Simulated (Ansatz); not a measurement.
**C2H6MoOS2: basis-set convergence**

An exercise on one series of results from a longer session: the logs are not shown, and one member is left open.

Program: Ansatz 0.2.0, Gaussian basis. Level of theory: one geometry, several basis sets. These are calculated values, not measurements.

Plan: PBE0-D4/def2-SVP; ωB97M-V/def2-SVP; PBE0-D4/def2-QZVPP; ωB97M-V/def2-QZVPP; the functionals' def2-TZVPP values are taken from earlier runs.

1 further run of the same task is left out (for a known fault of the program). Runs told in other sessions of the task aren't counted.

## Structure used throughout

The geometry comes from an earlier relaxation with PBE0-D4 in a triple-zeta def2 set; it is a stationary point, not always the lowest conformer. Mo takes the def2 core potential; no spin-orbit term is included.

SMILES `C[O][Mo]([CH3])(=[S])=[S]`, 12 atoms, charge 0, spin multiplicity 1.

Atoms are counted from 1 here; the program's logs count them from 0.

Bond lengths: C1–O2 1.405 Å, C1–H7 1.093 Å, C1–H8 1.093 Å, C1–H9 1.093 Å, O2–Mo3 1.829 Å, Mo3–C4 2.091 Å, Mo3–S5 2.104 Å, Mo3–S6 2.099 Å, C4–H10 1.091 Å, C4–H11 1.093 Å, C4–H12 1.094 Å. Angles: O2–C1–H7 108.4°, O2–C1–H8 110.8°, O2–C1–H9 109.4°, H7–C1–H8 109.6°, H7–C1–H9 109.0°, H8–C1–H9 109.6°, C1–O2–Mo3 141.6°, O2–Mo3–C4 108.2°, O2–Mo3–S5 113.3°, O2–Mo3–S6 113.0°, C4–Mo3–S5 105.1°, C4–Mo3–S6 105.4°, S5–Mo3–S6 111.0°, Mo3–C4–H10 110.9°, Mo3–C4–H11 108.5°, Mo3–C4–H12 107.9°, H10–C4–H11 109.6°, H10–C4–H12 109.5° and more.

Set-up of the first run:

Input file in.yaml:

```yaml
crystal:
  periodic: [false, false, false]
  atoms:
    - {symbol: C, position_ang: [-0.834001, -0.603396, 2.097526]}
    - {symbol: O, position_ang: [0.078354, -0.196835, 1.109498]}
    - {symbol: Mo, position_ang: [0.200046, 0.853691, -0.382544]}
    - {symbol: C, position_ang: [0.874258, -0.334745, -1.966005]}
    - {symbol: S, position_ang: [1.625132, 2.390875, -0.205179]}
    - {symbol: S, position_ang: [-1.654526, 1.613425, -1.005853]}
    - {symbol: H, position_ang: [-0.649570, -1.656122, 2.324582]}
    - {symbol: H, position_ang: [-1.863469, -0.478032, 1.751758]}
    - {symbol: H, position_ang: [-0.676137, -0.011285, 3.002502]}
    - {symbol: H, position_ang: [0.972409, 0.252475, -2.880021]}
    - {symbol: H, position_ang: [0.154325, -1.142254, -2.124319]}
    - {symbol: H, position_ang: [1.850077, -0.742898, -1.688045]}
basis:
  gaussian: {orbitals: def2-SVP}
hamiltonian: {xc: pbe0, dispersion: d4}
output: {orbitals: {seedname: orbitals}}
```

Run with:

```sh
> ansatz run in.yaml --threads 4 --pin off --events-out ev --progress --plain --max-ram 11315MiB
```

Steps of the session up to this table: PBE0-D4 in def2-SVP; ωB97M-V in def2-SVP; PBE0-D4 in def2-QZVPP; ωB97M-V in def2-QZVPP.

One table of the session follows, with a row left open; its other results are not shown here.

It belongs to the step «Density functionals: the series». 

| functional | basis | HOMO (eV) | LUMO (eV) |
| --- | --- | --- | --- |
| PBE0-D4 | def2-SVP | -7.04 | -2.75 |
| PBE0-D4 | def2-TZVPP | -7.05 | -2.79 |
| PBE0-D4 | def2-QZVPP | ? | ? |
| ωB97M-V | def2-SVP | -8.99 | -0.69 |
| ωB97M-V | def2-TZVPP | -9.03 | -0.79 |
| ωB97M-V | def2-QZVPP | -9.05 | -0.82 |

**Question.** Estimate the row for PBE0-D4, def2-QZVPP.

The run gave: HOMO (eV): -7.06; LUMO (eV): -2.80. In the column «HOMO (eV)» it lies between ωB97M-V, def2-SVP (-8.99) and PBE0-D4, def2-TZVPP (-7.05).
